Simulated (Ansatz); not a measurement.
# AlNH3OF (SMILES [NH2][Al]([OH])[F]): HSE06/cc-pVDZ

Aim: the energy change on altering one bond length of AlNH3OF at HSE06/cc-pVDZ, from 2 runs. 

The calculation is run with Ansatz 0.2.0.

124 further runs of the same task are left out: 124 set aside as unsound or not needed.

## (1) The system as given

The species is AlNH3OF (7 atoms), meant as a singlet with charge 0. SMILES: `[NH2][Al]([OH])[F]`. The coordinates come from a PBE0-D4/def2-TZVP relaxation. This is one conformer, not always the lowest.

Bond lengths: N1–Al2 1.755 Å, Al2–O3 1.685 Å, Al2–F4 1.644 Å, N1–H5 1.006 Å, N1–H6 1.006 Å, O3–H7 0.954 Å. Angles: N1–Al2–O3 124.9°, N1–Al2–F4 118.1°, O3–Al2–F4 117.0°, Al2–N1–H5 123.7°, Al2–N1–H6 125.7°, Al2–O3–H7 124.9°, H5–N1–H6 110.6°.

## (2) The energy at HSE06/cc-pVDZ

Input file run.yaml:

```yaml
basis:
  gaussian: {orbitals: cc-pVDZ}
crystal:
  periodic: [false, false, false]
  atoms:
    - {symbol: N, position_ang: [-0.569800, 0.926800, -0.530800]}
    - {symbol: Al, position_ang: [-0.133300, -0.630000, 0.151800]}
    - {symbol: O, position_ang: [1.368400, -1.004200, 0.819000]}
    - {symbol: F, position_ang: [-1.265600, -1.822100, 0.146500]}
    - {symbol: H, position_ang: [-1.473200, 1.130200, -0.925100]}
    - {symbol: H, position_ang: [0.029600, 1.732300, -0.586700]}
    - {symbol: H, position_ang: [2.105200, -0.401000, 0.879500]}
output: {orbitals: {seedname: orbitals}}
accuracy: high
hamiltonian: {xc: {name: HSE06}}
```

Launch:

```sh
$ ansatz run run.yaml --threads 1 --pin off --max-ram 2610MiB --events-out events.jsonl --progress --plain --runs-dir runs
```

Output:

```text
Warning: RAYON_NUM_THREADS=1 ignored (pool sized by the plan → 1); use --threads N
Functional definition: HSE06
  name "HSE06"
  parameter a = 0.25
  parameter omega = 0.11/bohr
  exchange = pbe_x - a*pbe_x_sr(omega) + a*exact_x_sr(omega)
  correlation = pbe_c
1649 factors; integrals over basis functions are off by at most 3.7e-9 eV
90 factors; integrals over basis functions are off by at most 1.3e-9 eV
mean field evaluation 1: about -12882.5251 eV, gradient 7.9e1 eV
mean field evaluation 2: about -12865.9577 eV, gradient 1.2e2 eV
mean field evaluation 4: about -12893.7588 eV, gradient 5.3e0 eV
mean field evaluation 8: about -12893.9483 eV, gradient 3.9e-1 eV
mean field evaluation 16: about -12893.9486 eV, gradient 1.0e-5 eV
mean field -12893.94862675 eV, -473.8438722008 hartree, gradient 4.9e-8 eV, S^2 0.000000; 0 other end points of the search recorded, 0 dependent functions left out
reference -12893.94863075 eV, -473.8438723479 hartree; 20, 20 occupied and 55, 55 virtual orbitals, 1649 factors
Total energy: -12893.94863075 eV, -473.8438723479 hartree
```

It took 6 s on 1 thread of Arm Neoverse V1, shared host; peak memory 0.23 GiB.

## (3) The distorted shape at the same level

Input file molecule.yaml:

```yaml
crystal:
  periodic: [false, false, false]
  atoms:
    - {symbol: N, position_ang: [-0.230108, 1.284432, -0.529210]}
    - {symbol: Al, position_ang: [0.206392, -0.272368, 0.153390]}
    - {symbol: O, position_ang: [1.708092, -0.646568, 0.820590]}
    - {symbol: F, position_ang: [-1.265600, -1.822100, 0.146500]}
    - {symbol: H, position_ang: [-1.133508, 1.487832, -0.923510]}
    - {symbol: H, position_ang: [0.369292, 2.089932, -0.585110]}
    - {symbol: H, position_ang: [2.444892, -0.043368, 0.881090]}
basis:
  gaussian: {orbitals: cc-pVDZ}
hamiltonian: {xc: {name: HSE06}}
accuracy: high
output: {orbitals: {seedname: orbitals}}
```

Launch:

```sh
$ ansatz run molecule.yaml --threads 1 --pin off --max-ram 2610MiB --events-out events.jsonl --progress --plain --runs-dir runs
```

Output, shortened:

```text
Warning: RAYON_NUM_THREADS=1 ignored (pool sized by the plan → 1); use --threads N
[... 6 set-up lines as earlier in the session ...]
1631 factors; integrals over basis functions are off by at most 6.4e-9 eV
93 factors; integrals over basis functions are off by at most 1.6e-9 eV
mean field evaluation 1: about -12880.3362 eV, gradient 8.1e1 eV
mean field evaluation 2: about -12856.1963 eV, gradient 1.4e2 eV
mean field evaluation 4: about -12892.1854 eV, gradient 8.5e0 eV
mean field evaluation 8: about -12892.4527 eV, gradient 2.1e-1 eV
mean field evaluation 16: about -12892.4528 eV, gradient 4.0e-5 eV
mean field -12892.45278825 eV, -473.7889011499 hartree, gradient 3.7e-8 eV, S^2 0.000000; 0 other end points of the search recorded, 0 dependent functions left out
reference -12892.45279229 eV, -473.7889012982 hartree; 20, 20 occupied and 55, 55 virtual orbitals, 1631 factors
Total energy: -12892.45279229 eV, -473.7889012982 hartree
```

Wall time 5.7 s (1 thread of Arm Neoverse V1, shared host); peak memory 0.23 GiB.

## (4) What came out

Level: HSE06/cc-pVDZ.

```
                                                          quantity          value
                                         first shape: total energy  -473.84387 Eh
                                          first shape: HOMO energy       -7.06 eV
                                          first shape: LUMO energy       -0.47 eV
                                        first shape: HOMO–LUMO gap        6.60 eV
                                     distorted shape: total energy  -473.78890 Eh
                                      distorted shape: HOMO energy       -7.52 eV
                                      distorted shape: LUMO energy       -1.49 eV
                                    distorted shape: HOMO–LUMO gap        6.02 eV
energy change with the Al2–F4 bond stretched from 1.644 to 2.137 Å       1.496 eV
```

**Reading.** With the Al2–F4 bond stretched from 1.644 to 2.137 Å the energy rises by 1.50 eV (34 kcal/mol). The first shape isn't relaxed at this level, so the change isn't measured from a minimum.
